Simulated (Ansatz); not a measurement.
# CH₅AlClNO: up Jacob's ladder to CCSD(T)

An exercise on one series of results from a longer session: the logs are not shown, and one member is left open.

Method: functionals in def2-TZVPP, the program's frozen cores in correlated methods; program: Ansatz 0.2.0, Gaussian basis.

Levels to be run: LDA (SPW92), PBE-D4, revPBE-D4, BLYP-D4, r2SCAN-D4, B97M-V, PBE0-D4, B3LYP-D4, r2SCANh-D4, r2SCAN0-D4, HSE06-D4, BHLYP-D4, CAM-B3LYP-D4, LC-ωPBE, ωB97X-V, ωB97M-V, B2PLYP, PBE-QIDH; CCSD(T)/def2-SVP; CCSD(T)/def2-TZVPP; MP2/def2-QZVPP; extrapolation to the limit; RPA on PBE.

## Structure used throughout

The geometry comes from an earlier relaxation with PBE0-D4 in a triple-zeta def2 set; it is a stationary point, not always the lowest conformer.

10 atoms, charge 0, spin multiplicity 1.

Atoms are counted from 1 here; the program's logs count them from 0.

Bond lengths: N1–Al2 1.778 Å, N1–H6 1.007 Å, N1–H7 1.006 Å, Al2–C3 2.016 Å, Al2–Cl5 2.275 Å, Al2–H8 1.580 Å, C3–O4 1.304 Å, C3–H9 1.096 Å, O4–H10 0.968 Å. Angles: Al2–N1–H6 122.5°, Al2–N1–H7 126.3°, H6–N1–H7 109.9°, N1–Al2–C3 115.9°, N1–Al2–Cl5 113.8°, N1–Al2–H8 119.6°, C3–Al2–Cl5 65.7°, C3–Al2–H8 115.6°, Cl5–Al2–H8 114.4°, Al2–C3–O4 124.1°, Al2–C3–H9 121.5°, O4–C3–H9 113.8°, C3–O4–H10 113.1°.

Set-up of the first run:

in.yaml reads:

```yaml
crystal:
  periodic: [false, false, false]
  atoms:
    - {symbol: N, position_ang: [0.014656, 1.403622, 1.533068]}
    - {symbol: Al, position_ang: [-0.695018, 0.125520, 0.520865]}
    - {symbol: C, position_ang: [0.572221, -0.806962, -0.739074]}
    - {symbol: O, position_ang: [0.376912, -2.003717, -1.218450]}
    - {symbol: Cl, position_ang: [-0.944594, 0.714923, -1.662137]}
    - {symbol: H, position_ang: [-0.325291, 1.611955, 2.457495]}
    - {symbol: H, position_ang: [0.633963, 2.133696, 1.223236]}
    - {symbol: H, position_ang: [-1.866875, -0.765869, 1.095058]}
    - {symbol: H, position_ang: [1.419698, -0.280727, -1.193033]}
    - {symbol: H, position_ang: [0.897428, -2.183542, -2.014129]}
basis:
  gaussian: {orbitals: def2-TZVPP}
hamiltonian: {xc: lda}
output: {orbitals: {seedname: orbitals}}
```

On the command line:

```sh
> ansatz run in.yaml --threads 4 --pin off --events-out ev --progress --plain --max-ram 10444MiB
```

Among the steps run: LDA; PBE-D4 (GGA); revPBE-D4 (GGA); BLYP-D4 (GGA); r2SCAN-D4 (meta-GGA); B97M-V (meta-GGA); B3LYP-D4 (hybrid); r2SCANh-D4 (hybrid); r2SCAN0-D4 (hybrid); HSE06-D4 (hybrid); BHLYP-D4 (hybrid); CAM-B3LYP-D4 (range-separated); LC-ωPBE (range-separated); ωB97X-V (range-separated); ωB97M-V (range-separated); B2PLYP (double hybrid); PBE-QIDH (double hybrid).

One of the session's tables, all rows but one given; the rest of the session is left out.

It belongs to the step «Orbital energies across the functionals». 

```
  functional  HOMO (eV)  LUMO (eV)  gap (eV)
 LDA (SPW92)      -5.54      -3.13      2.40
      PBE-D4      -5.36      -2.89      2.47
   revPBE-D4      -5.29      -2.79      2.50
     BLYP-D4      -5.24      -2.75      2.49
   r2SCAN-D4      -5.65      -2.69      2.96
      B97M-V      -5.73      -2.64      3.09
     PBE0-D4      -6.77      -1.88      4.88
    B3LYP-D4      -6.53      -2.12      4.40
  r2SCANh-D4      -6.18      -2.32      3.87
  r2SCAN0-D4      -6.98      -1.75      5.23
    HSE06-D4      -6.36      -2.27      4.09
    BHLYP-D4      -8.10      -0.73      7.37
CAM-B3LYP-D4          ?          ?         ?
     LC-ωPBE      -9.64       0.43     10.07
     ωB97X-V      -9.26       0.38      9.63
     ωB97M-V      -9.16       0.28      9.44
```

Estimate the missing values for CAM-B3LYP-D4.

As computed: HOMO (eV): -8.22; LUMO (eV): -0.74; gap (eV): 7.47. In the column «HOMO (eV)» it lies between ωB97M-V (-9.16) and BHLYP-D4 (-8.10).
